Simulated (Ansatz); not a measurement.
**AlGeN+ (doublet): from Hartree-Fock to the top rungs, cc-pVTZ**

An exercise on one series of results from a longer session: the logs are not shown, and one member is left open.

The runs use Ansatz 0.2.0, Gaussian basis; cc-pVTZ, core rule «outside noble gas», up to 20 orbitals frozen.

Plan: UHF; CCSD(T) on ROHF; CCSD(T) on UHF; BCCD(T) on ROHF; CCSDT(Q) on ROHF; CCSDT(Q) on UHF.

12 further runs of the same task are left out: 6 for a known fault of the program, 6 set aside as unsound or not needed.

## The system

The geometry is a PBE0/def2-TZVP stationary point (not a proven minimum) of the parent state, kept for this charge and spin. No spin-orbit coupling is included. The filled d shell of Ge may be among the frozen orbitals whatever the setting's name suggests; the logs give the count.

3 atoms, charge 1, spin multiplicity 2.

Atoms are counted from 1 here; the program's logs count them from 0.

Bond lengths: Al1–N2 1.799 Å, N2–Ge3 1.673 Å. Angles: Al1–N2–Ge3 180.0°.

Set-up of the first run:

Contents of in.yaml:

```yaml
crystal:
  periodic: [false, false, false]
  atoms:
    - {symbol: Al, position_ang: [0.000000, 0.000000, 1.757100]}
    - {symbol: N, position_ang: [0.000000, 0.000000, -0.041800]}
    - {symbol: Ge, position_ang: [0.000000, 0.000000, -1.715300]}
basis:
  gaussian: {orbitals: cc-pVTZ}
total_charge: 1
magnetization: {spin_polarized: true, initial_magnetization: 1}
hamiltonian: {xc: hf}
output: {orbitals: {seedname: orbitals}}
```

Run with:

```sh
ansatz run in.yaml --threads 1 --pin off --events-out ev --progress --plain --max-ram 2816MiB --backend cpu
```

Among the steps run: UHF; CCSD(T) on ROHF; CCSD(T) on UHF; BCCD(T) on ROHF; CCSDT(Q) on ROHF; CCSDT(Q) on UHF.

One of the session's tables, all rows but one given; the rest of the session is left out.

```
   method  from RCCSDT(Q) (meV)
     ROHF               +9332.6
      UHF               +9295.1
     RMP2                +729.2
     UMP2                +716.0
    RCCSD                +599.9
    UCCSD                +596.0
 RCCSD(T)                 +58.5
 UCCSD(T)                     ?
  BCCD(T)                 +50.5
   RCCSDT                 +48.9
   UCCSDT                 +47.3
RCCSDT(Q)                     0
UCCSDT(Q)                  -9.6
```

Q: Estimate the row for UCCSD(T) from the others.

**Answer.** from RCCSDT(Q) (meV): +56.7. In the column «from RCCSDT(Q) (meV)» it lies between BCCD(T) (+50.5) and RCCSD(T) (+58.5).

Caveats from the session: Restricted and unrestricted rows rest on different reference determinants; where their highest levels disagree by more than a few hundredths of an eV, they describe different states and don't form one ladder.
